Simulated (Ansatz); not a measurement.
# NaHF2: the cost of one run

Computed with Ansatz 0.2.0 (DFT PBEsol+D3(BJ), scalar-relativistic, plane waves, PAW, unless a step's input says otherwise).

16 further runs of the same task are left out: 16 set aside as unsound or not needed.

## 1. The system as given

Symmetry: R-3m, No. 166, trigonal system. Conventional cell: a = 3.428 Å, b = 3.428 Å, c = 13.707 Å, α = 90.00°, β = 90.00°, γ = 120.00°. Na (site symmetry -3m) has 6 F at 2.29 Å as nearest neighbours. Around H (site symmetry -3m) lie 2 F at 1.14 Å. F (site symmetry 3m) is surrounded by 1 H at 1.14 Å.

As a file:

```
Na H F
1.0
     1.71388    0.98951    4.56915
    -1.71388    0.98951    4.56915
     0.00000   -1.97902    4.56915
Na H F
1 1 2
Direct
  0.00000 0.00000 0.00000
  0.50000 0.50000 0.50000
  0.41688 0.41688 0.41688
  0.58312 0.58312 0.58312
```

This cell was relaxed beforehand with the same method: volume 11.62 Å³/atom, gap on the mesh 7.01 eV.

## 2. The grid

The energy is mapped over the lattice constants a and c of the conventional cell.

First coordinate, lattice constant a (and b): 7 values from 3.188 to 3.668 Å. Second coordinate, lattice constant c: 7 values from 10.75 to 16.67 Å.

Nothing else is relaxed (fractional coordinates fixed). Energies count from the relaxed crystal. Points are written as (first, second).

## 3. The run at (3.348 Å, 12.72 Å)

input.yaml reads:

```yaml
crystal:
  lattice:
    - [1.6739, 0.9664266156, 4.2401666667]
    - [-1.6739, 0.9664266156, 4.2401666667]
    - [0.0, -1.9328532312, 4.2401666667]
  atoms:
    - { symbol: Na, position: [0.0, 0.0, 0.0] }
    - { symbol: H, position: [0.5, 0.5, 0.5] }
    - { symbol: F, position: [0.4168825606, 0.4168825606, 0.4168825606] }
    - { symbol: F, position: [0.5831174394, 0.5831174394, 0.5831174394] }
basis:
  ecutwfc: 520.0
kpoints:
  mp_grid: { grid: [9, 9, 9] }
hamiltonian:
  xc: pbesol
  pseudopotentials: { kind: paw }
  dispersion: d3bj
scf:
  occupations: { method: gaussian, width: 0.05 }
output:
  forces: true
  stress: true
  eigenvalues: true
  write_density: true
  write_potential: true
  elf: true
  volumetric_format: npy
```

Launch:

```sh
$ ansatz run input.yaml --threads 1 --pin off --max-ram 2048MiB --backend cpu --events-out ev --progress --plain --runs-dir out
```

Q: Estimate wall time and peak memory on 1 thread of Arm Neoverse N1, shared host.

About 9.9 s, with a peak of 0.36 GiB.
